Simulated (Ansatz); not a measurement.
# InH2OF (SMILES [OH][InH][F]): B2PLYP/def2-SVP (core potential)

What is the electronic atomisation energy of InH2OF at B2PLYP/def2-SVP (core potential)? 

The results are computed with Ansatz 0.2.0.

37 further runs of the same task are left out: 1 that didn't finish, 36 set aside as unsound or not needed.

## (1) The molecule

InH2OF has 5 atoms, charge 0, and is taken as a singlet. SMILES: `[OH][InH][F]`. The coordinates come from a PBE0-D4/def2-TZVP relaxation. This is a higher conformer, about 10 kJ/mol above the lowest found by a separate search.

Bond lengths: O1–In2 1.966 Å, In2–F3 1.944 Å, O1–H4 0.960 Å, In2–H5 1.691 Å. Angles: O1–In2–F3 106.4°, O1–In2–H5 133.9°, F3–In2–H5 119.7°, In2–O1–H4 113.6°.

## (2) A single-point energy at B2PLYP/def2-SVP (core potential)

The input, molecule.yaml:

```yaml
basis:
  gaussian: {orbitals: def2-SVP}
crystal:
  periodic: [false, false, false]
  atoms:
    - symbol: O
      position_ang: [-1.279500, -0.345900, -0.577400]
    - symbol: In
      position_ang: [0.480100, 0.042500, 0.210000]
    - symbol: F
      position_ang: [1.185900, -1.654700, 0.841500]
    - symbol: H
      position_ang: [-1.725200, 0.429800, -0.925700]
    - symbol: H
      position_ang: [1.388500, 1.454700, 0.410200]
hamiltonian: {xc: {name: B2PLYP}}
correlation: {frozen_orbitals: {F: 1, H: 0, In: 4, O: 1}}
accuracy: high
output: {orbitals: {seedname: orbitals}}
```

The run is started by

```sh
$ ansatz run molecule.yaml --threads 1 --pin off --max-ram 3480MiB --events-out events.jsonl --progress --plain --runs-dir runs
```

Log:

```text
Warning: RAYON_NUM_THREADS=1 ignored (pool sized by the plan → 1); use --threads N
Functional definition: B2PLYP
  name "B2PLYP"
  parameter a = 0.53
  parameter c = 0.27
  exchange = (1 - a)*b88_x + a*exact_x
  correlation = (1 - c)*lyp_c + c*(mp2_os + mp2_ss)
1445 factors; integrals over basis functions are off by at most 3.0e-9 eV
mean field evaluation 1: about -9945.0742 eV, gradient 5.8e1 eV
mean field evaluation 2: about -9945.1917 eV, gradient 5.8e1 eV
mean field evaluation 4: about -9951.3536 eV, gradient 6.2e0 eV
mean field evaluation 8: about -9951.4545 eV, gradient 3.4e-1 eV
mean field evaluation 16: about -9951.4549 eV, gradient 3.2e-5 eV
mean field -9951.45490191 eV, -365.7092223069 hartree, gradient 5.0e-8 eV, S^2 0.000000; 0 other end points of the search recorded, 0 dependent functions left out
6 core orbitals not correlated: weight in the atoms' cores, before any rotation towards them, 1.000 or more for the frozen orbitals, at most 0.000 for the correlated occupied ones
reference -9951.45492584 eV, -365.7092231862 hartree; 14, 14 occupied and 44, 44 virtual orbitals, 1445 factors
second order -15.80928289 eV of doubles, -0.00000000 eV of singles
Total energy: -9955.72343222 eV, -365.8660879024 hartree
```

Wall time 10 s (1 thread of Intel Xeon Platinum 8259CL at 2.50GHz (Skylake/Cascade Lake), shared host); peak memory 0.2 GiB.

## (3) The F atom, same level

The input, molecule.yaml:

```yaml
crystal:
  periodic: [false, false, false]
  atoms:
    - {symbol: F, position_ang: [0.000000, 0.000000, 0.000000]}
basis:
  gaussian:
    orbitals: def2-SVP
magnetization:
  spin_polarized: true
  initial_magnetization: 1
hamiltonian:
  xc: {name: B2PLYP}
correlation:
  frozen_orbitals: {F: 1}
accuracy: high
```

Run the same way, it converges to -99.57218 Eh (log not shown).

## (4) The H atom, same level

The input, job.yaml:

```yaml
basis:
  gaussian:
    orbitals: def2-SVP
crystal:
  periodic: [false, false, false]
  atoms:
    - {symbol: H, position_ang: [0.000000, 0.000000, 0.000000]}
magnetization:
  spin_polarized: true
  initial_magnetization: 1
hamiltonian:
  xc: {name: B2PLYP}
correlation:
  frozen_orbitals: {H: 0}
accuracy: high
```

Run the same way, it converges to -0.49793 Eh (log not shown).

## (5) The In atom

The input, input.yaml:

```yaml
basis:
  gaussian: {orbitals: def2-SVP}
crystal:
  periodic: [false, false, false]
  atoms:
    - {symbol: In, position_ang: [0.000000, 0.000000, 0.000000]}
accuracy: high
magnetization: {spin_polarized: true, initial_magnetization: 1}
hamiltonian: {xc: {name: B2PLYP}}
correlation: {frozen_orbitals: {In: 4}}
```

Run the same way, it converges to -189.83627 Eh (log not shown).

## (6) The O atom at the same level

The input, in.yaml:

```yaml
crystal:
  periodic: [false, false, false]
  atoms:
    - symbol: O
      position_ang: [0.000000, 0.000000, 0.000000]
basis:
  gaussian:
    orbitals: def2-SVP
magnetization:
  spin_polarized: true
  initial_magnetization: 2
hamiltonian:
  xc: {name: B2PLYP}
correlation:
  frozen_orbitals: {O: 1}
accuracy: high
```

The run is started by

```sh
$ ansatz run in.yaml --threads 1 --pin off --max-ram 3480MiB --events-out events.jsonl --progress --plain --runs-dir runs
```

Log, cut to the lines that bear on the results:

```text
Warning: RAYON_NUM_THREADS=1 ignored (pool sized by the plan → 1); use --threads N
[... 6 set-up lines as earlier in the session ...]
95 factors; integrals over basis functions are off by at most 1.2e-9 eV
mean field evaluation 1: about -2038.3907 eV, gradient 4.7e0 eV
mean field evaluation 2: about -2038.3909 eV, gradient 4.7e0 eV
mean field evaluation 4: about -2038.4722 eV, gradient 2.4e-1 eV
mean field evaluation 8: about -2038.4725 eV, gradient 8.8e-4 eV
mean field -2038.47249045 eV, -74.9124822978 hartree, gradient 4.8e-8 eV, S^2 2.003208; 0 other end points of the search recorded, 0 dependent functions left out
1 core orbitals not correlated: weight in the atoms' cores, before any rotation towards them, 1.000 or more for the frozen orbitals, at most 0.000 for the correlated occupied ones
reference -2038.47249768 eV, -74.9124825633 hartree; 4, 2 occupied and 9, 11 virtual orbitals, 95 factors
second order -3.21774650 eV of doubles, -0.00000000 eV of singles
Total energy: -2039.34128923 eV, -74.9444100640 hartree
```

It took 0.63 s on 1 thread of Intel Xeon Platinum 8259CL at 2.50GHz (Skylake/Cascade Lake), shared host; peak memory 0.097 GiB.

## (7) Outcome

Level: B2PLYP/def2-SVP (core potential), 6 core orbitals frozen.

| quantity | value |
| --- | --- |
| molecule: total energy | -365.86609 Eh |
| molecule: HOMO energy (SCF part's orbitals) | -10.18 eV |
| molecule: LUMO energy (SCF part's orbitals) | -0.37 eV |
| molecule: HOMO–LUMO gap (SCF part's orbitals) | 9.82 eV |
| F atom: total energy | -99.57218 Eh |
| F atom: ⟨S²⟩ | 0.751 |
| H atom: total energy | -0.49793 Eh |
| H atom: ⟨S²⟩ | 0.750 |
| In atom: total energy | -189.83627 Eh |
| In atom: ⟨S²⟩ | 0.753 |
| O atom: total energy | -74.94441 Eh |
| O atom: ⟨S²⟩ | 2.003 |
| electronic atomisation energy | 14.079 eV |

What this shows: Taking the molecule apart into free atoms costs 14.08 eV (325 kcal/mol), before zero-point energy and without spin-orbit coupling.
